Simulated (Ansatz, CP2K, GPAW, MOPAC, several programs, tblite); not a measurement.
**Many methods on one cell: KYSe2 (ordering on rocksalt)**

An ordered 4-atom cell of KYSe2 on the rocksalt lattice (P4/mmm), relaxed with r2SCAN in Ansatz, was computed with several methods. Space group P4/mmm (No. 123), tetragonal; conventional cell a = 4.320 Å, c = 5.868 Å, 27.38 Å³ an atom. K is surrounded by 6 Se at 2.93–3.05 Å; Se is surrounded by 2 K at 2.93 Å and 4 Y at 3.05 Å; Y is surrounded by 6 Se at 2.93–3.05 Å; Se is surrounded by 2 Y at 2.93 Å and 4 K at 3.05 Å. Note: simulated data, non-magnetic, for a generated structure that need not be the stable one.

```cif
data_structure
_symmetry_space_group_name_H-M 'P4/mmm'
_symmetry_Int_Tables_number 123
_cell_length_a 4.3197
_cell_length_b 4.3197
_cell_length_c 5.8683
_cell_angle_alpha 90.000
_cell_angle_beta 90.000
_cell_angle_gamma 90.000
_cell_volume 109.50
loop_
_atom_site_label
_atom_site_type_symbol
_atom_site_symmetry_multiplicity
_atom_site_Wyckoff_symbol
_atom_site_fract_x
_atom_site_fract_y
_atom_site_fract_z
_atom_site_occupancy
K1 K 1 a 0.00000 0.00000 0.00000 1
Se1 Se 1 b 0.00000 0.00000 0.50000 1
Y1 Y 1 d 0.50000 0.50000 0.50000 1
Se2 Se 1 c 0.50000 0.50000 0.00000 1
```

Gaps and times are for a single point on this cell; volume and bulk modulus come from each method's own relaxation or energy curve at fixed shape, which is too stiff where a cell has free coordinates or axes. Times are rough, from shared hosts (Arm Neoverse V2), and each method has its own mesh and cell size. A double dagger marks a value from a curve with shape and coordinates held. PM7 (MOPAC) and GFN1-xTB (tblite): levels, charges or heat of formation failed a check of plausibility, so no values are given. PM6 (MOPAC), PM7 (MOPAC), GFN1-xTB (tblite), GFN2-xTB (tblite) treat a cluster of cells at its zone centre, which samples few k points: where these miss a band edge, the gap comes out too large for that reason alone. Gaps from k meshes are read at a limited set of points (mesh, symmetry points, PBE's band edges), so each method's own least gap may be somewhat smaller. xTB and the PM methods were fitted mostly to molecules, and can miss a solid's gap by electronvolts. Minimal bases can be far off for gaps. GLLB-SC's gap includes the derivative discontinuity. d marks a direct gap, i an indirect one (no mark: not told apart), a dash a value that wasn't computed or didn't pass its checks.

```
                              method              kind      gap (eV)  own volume (Å³/atom)  bulk modulus (GPa)  atoms computed  processor time
                         PM7 (MOPAC)    semi-empirical             –                     –                   –              32           1.6 s
                   GFN1-xTB (tblite)     tight binding             –                     –                   –              32             2 s
                   GFN2-xTB (tblite)     tight binding          0.02                29.44‡                 32‡              32           2.7 s
light PBE (260 eV and a coarse mesh)  light plane-wave        0.10 d                     –                   –               4           3.6 s
                                 PBE         semilocal        0.19 d                 27.71                 48‡               4           6.7 s
                         PM6 (MOPAC)    semi-empirical          2.64                     –                   –              32             9 s
                      PBE/SZV (CP2K)       small basis  overlap 0.01                28.16‡                 52‡               4            12 s
                      GLLB-SC (GPAW)   model potential          1.54                     –                   –               4            18 s
                              r2SCAN         semilocal        0.49 d                 27.38                 53‡               4            27 s
                     PBE/DZVP (CP2K)       small basis        0.10 d                27.69‡                 48‡               4            31 s
              PBE/single zeta (GPAW)       small basis        0.24 d                     –                   –               4            49 s
```

Against r2SCAN (0.49 eV) and with closed or daggered gaps left aside, the nearest gap at the points sampled is that of PBE/single zeta (GPAW) (-0.25 eV) and the farthest that of PM6 (MOPAC) (+2.15 eV). r2SCAN is only a yardstick of convenience: semilocal gaps usually lie below measured ones, which GLLB-SC and hybrids aim to mend.

Volumes against r2SCAN's: PBE +1.2 %.

The runs are scalar-relativistic, without spin-orbit coupling.
